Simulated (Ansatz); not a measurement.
# GaH6NSi: how energies converge with the basis set

The task here is to estimate one member of a computed series from the others.

Method: one geometry, several basis sets; program: Ansatz 0.2.0, Gaussian basis.

The runs, in order: PBE0-D4/def2-SVP; ωB97M-V/def2-SVP; PBE0-D4/def2-QZVPP; ωB97M-V/def2-QZVPP; the functionals' def2-TZVPP values are taken from earlier runs.

### The relaxed structure

An earlier PBE0-D4 in a triple-zeta def2 set relaxation fixed the geometry.

SMILES `N[SiH2][GaH2]`, 9 atoms, charge 0, spin multiplicity 1.

Atoms are counted from 1 here; the program's logs count them from 0.

Bond lengths: N1–Si2 1.727 Å, N1–H4 1.007 Å, N1–H5 1.008 Å, Si2–Ga3 2.410 Å, Si2–H6 1.491 Å, Si2–H7 1.502 Å, Ga3–H8 1.578 Å, Ga3–H9 1.574 Å. Angles: Si2–N1–H4 119.3°, Si2–N1–H5 120.3°, H4–N1–H5 110.8°, N1–Si2–Ga3 109.2°, N1–Si2–H6 107.7°, N1–Si2–H7 115.1°, Ga3–Si2–H6 111.5°, Ga3–Si2–H7 108.3°, H6–Si2–H7 104.9°, Si2–Ga3–H8 121.0°, Si2–Ga3–H9 121.9°, H8–Ga3–H9 117.1°.

The first run:

in.yaml reads:

```yaml
crystal:
  periodic: [false, false, false]
  atoms:
    - {symbol: N, position_ang: [-0.982052, 0.631857, -1.185852]}
    - {symbol: Si, position_ang: [0.394797, 0.666430, -0.143159]}
    - {symbol: Ga, position_ang: [0.327025, -1.243278, 1.326138]}
    - {symbol: H, position_ang: [-1.294170, -0.248909, -1.561056]}
    - {symbol: H, position_ang: [-1.139668, 1.377281, -1.845788]}
    - {symbol: H, position_ang: [0.354279, 1.946369, 0.620623]}
    - {symbol: H, position_ang: [1.723691, 0.675899, -0.842721]}
    - {symbol: H, position_ang: [-0.578922, -2.491823, 0.994405]}
    - {symbol: H, position_ang: [1.195019, -1.313835, 2.637421]}
basis:
  gaussian: {orbitals: def2-SVP}
hamiltonian: {xc: pbe0, dispersion: d4}
output: {orbitals: {seedname: orbitals}}
```

Launch:

```
> ansatz run in.yaml --threads 2 --pin off --events-out ev --progress --plain --max-ram 4352MiB
```

Among the steps run: PBE0-D4 in def2-SVP; ωB97M-V in def2-SVP; PBE0-D4 in def2-QZVPP; ωB97M-V in def2-QZVPP.

One of the session's tables, all rows but one given; the rest of the session is left out.

It belongs to the step «Functionals by basis». 

| functional | basis | HOMO (eV) | LUMO (eV) |
| --- | --- | --- | --- |
| PBE0-D4 | def2-SVP | -6.96 | -1.91 |
| PBE0-D4 | def2-TZVPP | -7.12 | -1.96 |
| PBE0-D4 | def2-QZVPP | -7.14 | -1.98 |
| ωB97M-V | def2-SVP | ? | ? |
| ωB97M-V | def2-TZVPP | -9.24 | -0.23 |
| ωB97M-V | def2-QZVPP | -9.26 | -0.35 |

**Question.** Estimate the row for ωB97M-V, def2-SVP.

**Answer.** HOMO (eV): -9.10; LUMO (eV): -0.17. In the column «HOMO (eV)» it lies between ωB97M-V, def2-TZVPP (-9.24) and PBE0-D4, def2-QZVPP (-7.14).
